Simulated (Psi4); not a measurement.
# AlHBr (SMILES [AlH][Br]): UHF/cc-pVQZ (density fitting, sweep point 6)

What is the energy change on altering one bond length of AlHBr at UHF/cc-pVQZ (density fitting, sweep point 6)? 

Program for the calculation: Psi4 1.11.

**1. The structure to begin with**

AlHBr has 3 atoms, charge 0, and is taken as a doublet. SMILES: `[AlH][Br]`. The coordinates come from a PBE0-D4/def2-TZVP relaxation.

Bond lengths: Al1–Br2 2.275 Å, Al1–H3 1.602 Å. Angles: Br2–Al1–H3 115.7°.

**2. A single-point energy at UHF/cc-pVQZ (density fitting, sweep point 6)**

input.inp reads:

```
memory 1600 mb

molecule geom {
  0 2
  Al    -0.296700    -0.628000    -0.239100
  Br     1.584500     0.008600     0.871100
  H     -1.298900     0.554600    -0.645300
  units angstrom
  symmetry c1
}

set {
  reference uhf
  puream true
  scf_type df
  maxiter 150
}

result = energy("hf/cc-pVQZ")
```

Run with:

```bash
psi4 input.inp input.out -n 1
```

input.out:

```text
[...]
  Running in c1 symmetry.
[...]
  Nuclear repulsion =  115.724118745442127
[...]
  Multiplicity = 2
[...]
  Nalpha       = 25
  Nbeta        = 24
[...]
    Number of basis functions: 157
[...]
   @DF-UHF iter   1: -2814.77194557374514   -1.97047e+00   7.88144e-03 ADIIS/DIIS
[...]
   @DF-UHF iter   9: -2815.01357120174180   -1.08821e-07   3.82842e-07 DIIS
[...]
   @S^2 Observed:                7.569776443E-01
[...]
    Orbital Energies [Eh]
    ---------------------
    Alpha Occupied:
       1A   -490.008180     2A    -65.149191     3A    -58.527543
       4A    -58.504228     5A    -58.503526     6A    -58.503451
       7A     -9.822762     8A     -7.432297     9A     -7.429259
      10A     -7.428918    11A     -4.940499    12A     -3.254741
      13A     -3.251719    14A     -3.249347    15A     -3.173805
      16A     -3.172834    17A     -3.172153    18A     -3.169445
      19A     -3.169409    20A     -0.999346    21A     -0.568370
      22A     -0.471928    23A     -0.427906    24A     -0.426257
      25A     -0.320948
    Alpha Virtual:
[...]
  @DF-UHF Final Energy: -2815.01357120174180
   => Energetics <=
    Nuclear Repulsion Energy =            115.7241187454421265
    One-Electron Energy =               -4151.7606194047666577
    Two-Electron Energy =                1221.0229294575831318
    Total Energy =                      -2815.0135712017417973
  UHF NO Occupations:
  HONO-2 :   23  A 1.9995135
  HONO-1 :   24  A 1.9971801
[...]
 Multipole Moments:
 ------------------------------------------------------------------------------------
     Multipole            Electronic (a.u.)      Nuclear  (a.u.)        Total (a.u.)
 ------------------------------------------------------------------------------------
 L = 1.  Multiply by 2.5417464519 to convert [e a0] to [Debye]
 Dipole X            :          5.3168821           -5.9249837           -0.6081016
 Dipole Y            :         -0.1502732           -0.2078543           -0.3581275
 Dipole Z            :          0.0000000           -0.0000000            0.0000000
 Magnitude           :                                                    0.7057215
[...]
```

Run time: 6.9 s. Hardware: 1 thread of Intel Xeon Platinum 8488C (Sapphire Rapids), shared host; peak memory 0.69 GiB.

**3. The distorted shape at the same level**

calc.inp reads:

```
memory 1600 MB

molecule mol {
  0 2
  Al     0.505081    -1.574105     0.085869
  Br     2.386281    -0.937505     1.196069
  H     -1.298900     0.554600    -0.645300
  symmetry c1
}

set {
  reference uhf
  puream true
  scf_type df
  maxiter 150
}

energy('scf/cc-pVQZ')
```

Run with:

```bash
psi4 -n 1 calc.inp calc.out
```

calc.out:

```text
[...]
  Running in c1 symmetry.
[...]
  Nuclear repulsion =  112.436332723666169
[...]
  Multiplicity = 2
[...]
  Nalpha       = 25
  Nbeta        = 24
[...]
    Number of basis functions: 157
[...]
   @DF-UHF iter   1: -2814.66052621748622   -2.00915e+00   7.89665e-03 ADIIS/DIIS
[...]
   @DF-UHF iter  13: -2814.95675517514564   -2.62149e-07   4.58515e-07 DIIS
[...]
   @S^2 Observed:                8.827152331E-01
[...]
    Orbital Energies [Eh]
    ---------------------
    Alpha Occupied:
       1A   -490.004956     2A    -65.146271     3A    -58.524436
       4A    -58.500926     5A    -58.500649     6A    -58.500546
       7A     -9.819814     8A     -7.428302     9A     -7.426612
      10A     -7.426467    11A     -4.933977    12A     -3.244262
      13A     -3.242805    14A     -3.240781    15A     -3.170018
      16A     -3.169229    17A     -3.169108    18A     -3.167481
      19A     -3.167479    20A     -0.995834    21A     -0.526502
      22A     -0.501050    23A     -0.424774    24A     -0.424617
      25A     -0.329034
    Alpha Virtual:
[...]
  @DF-UHF Final Energy: -2814.95675517514564
   => Energetics <=
    Nuclear Repulsion Energy =            112.4363327236661689
    One-Electron Energy =               -4145.3266824354814162
    Two-Electron Energy =                1217.9335945366699434
    Total Energy =                      -2814.9567551751451902
  UHF NO Occupations:
  HONO-2 :   23  A 1.9998536
  HONO-1 :   24  A 1.9315600
[...]
 Multipole Moments:
 ------------------------------------------------------------------------------------
     Multipole            Electronic (a.u.)      Nuclear  (a.u.)        Total (a.u.)
 ------------------------------------------------------------------------------------
 L = 1.  Multiply by 2.5417464519 to convert [e a0] to [Debye]
 Dipole X            :          6.2560043           -6.7986526           -0.5426483
 Dipole Y            :         -0.9797647            0.7596197           -0.2201450
 Dipole Z            :         -0.0000000            0.0000000           -0.0000000
 Magnitude           :                                                    0.5856031
[...]
```

It took 7.2 s on 1 thread of Intel Xeon Platinum 8488C (Sapphire Rapids), shared host; peak memory 0.68 GiB.

**4. Summary of results**

At UHF/cc-pVQZ (density fitting, sweep point 6):

| quantity | value |
| --- | --- |
| first shape: total energy | -2815.01357 Eh |
| first shape: dipole moment | 1.79 D |
| first shape: HOMO energy (highest over α and β) | -8.73 eV |
| first shape: LUMO energy (lowest over α and β) | 0.38 eV |
| first shape: ⟨S²⟩ | 0.757 |
| distorted shape: total energy | -2814.95676 Eh |
| distorted shape: dipole moment | 1.49 D |
| distorted shape: HOMO energy (highest over α and β) | -8.95 eV |
| distorted shape: LUMO energy (lowest over α and β) | 0.19 eV |
| distorted shape: ⟨S²⟩ | 0.883 |
| energy change with the Al1–H3 bond stretched from 1.602 to 2.885 Å | 1.546 eV |

In words: With the Al1–H3 bond stretched from 1.602 to 2.885 Å the energy rises by 1.55 eV (36 kcal/mol). The first shape isn't relaxed at this level, so the change isn't measured from a minimum. ⟨S²⟩ (distorted shape) is 0.88 where a pure doublet has 0.75: the reference is spin-contaminated.
